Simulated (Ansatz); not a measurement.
# Cl2FHOSi: the cost of one run

Method: PBE0-D4/def2-TZVP structures, single points in def2-TZVPP, no counterpoise correction; program: Ansatz 0.2.0, Gaussian basis.

Levels: SPW92, PBE-D4, BLYP-D4, r2SCAN-D4, B97M-V, PBE0-D4, B3LYP-D4, r2SCAN0-D4, BHLYP-D4, CAM-B3LYP-D4, wB97X-V, wB97M-V, B2PLYP, PBE-QIDH, RPA on PBE, Hartree-Fock, MP2, CCSD, CCSD(T).

Cores are frozen in the correlated methods. B3LYP uses VWN-RPA correlation. B2PLYP carries no dispersion term here.

96 further runs of the same task are left out: 2 that didn't finish, 94 set aside as unsound or not needed.

### Step 1. Where the work starts

The complex: 14 atoms, charge 0, spin multiplicity 1.

Atoms are counted from 1 here; the program's logs count them from 0.

Bond lengths: Si1–Cl3 2.026 Å, Si1–Cl4 2.039 Å, Si1–O5 1.596 Å, Si1–F7 1.576 Å, Si2–H8 1.493 Å, Si2–H10 1.485 Å, Si2–H11 1.481 Å, Si2–H12 1.482 Å, O5–H13 0.982 Å, H6–O9 0.964 Å, O9–H14 0.960 Å. Angles: Cl3–Si1–Cl4 108.2°, Cl3–Si1–O5 113.5°, Cl3–Si1–F7 107.3°, Cl4–Si1–O5 111.9°, Cl4–Si1–F7 107.7°, O5–Si1–F7 108.1°, H8–Si2–H10 107.7°, H8–Si2–H11 108.6°, H8–Si2–H12 108.9°, H10–Si2–H11 110.3°, H10–Si2–H12 110.1°, H11–Si2–H12 111.1°, Si1–O5–H13 119.3°, H6–O9–H14 106.4°.

Coordinates:

```xyz
14
charge 0, multiplicity 1
Si   -0.84144   -0.96576   -2.06884
Si    0.08639   -0.33558    2.48563
Cl   -0.14636   -1.08248   -3.96872
Cl    0.42492   -2.01397   -0.86186
O    -1.04519    0.53204   -1.55783
H     1.35406    1.33297    0.26672
F    -2.24177   -1.68769   -2.03724
H     1.34258    0.20605    1.88715
O     1.12250    1.76264   -0.56441
H    -0.07820    0.28346    3.82485
H     0.21827   -1.80519    2.61127
H    -1.05632    0.02541    1.61416
H    -0.26830    1.04070   -1.23820
H     1.12886    2.70740   -0.39286
```

Its parts: Cl2FHOSi holds atoms 1, 3, 4, 5, 7, 13; SiH4 holds atoms 2, 8, 10, 11, 12; H2O holds atoms 6, 9, 14. Each part counts its atoms afresh in its own runs.

### Step 2. Relaxing Cl2FHOSi alone

Contents of relax-a/in.yaml:

```yaml
crystal:
  periodic: [false, false, false]
  atoms:
    - {symbol: Si, position_ang: [-0.841435, -0.965757, -2.068837]}
    - {symbol: Cl, position_ang: [-0.146364, -1.082480, -3.968717]}
    - {symbol: Cl, position_ang: [0.424916, -2.013974, -0.861865]}
    - {symbol: O, position_ang: [-1.045190, 0.532043, -1.557832]}
    - {symbol: F, position_ang: [-2.241774, -1.687686, -2.037245]}
    - {symbol: H, position_ang: [-0.268300, 1.040696, -1.238204]}
basis:
  gaussian: {orbitals: def2-TZVP}
hamiltonian: {xc: pbe0, dispersion: d4}
relax: {f_tol: 0.005, max_steps: 200}
```

The run is started by

```sh
> ansatz run in.yaml --threads 4 --pin off --events-out ev --progress --plain --max-ram 66560MiB --backend cuda --devices 0, --max-vram 37GiB
```

**Question.** How long does this run take on 1 × a share of an NVIDIA H100 with 4 threads of AMD EPYC 7R13, shared host?

About 28 s.
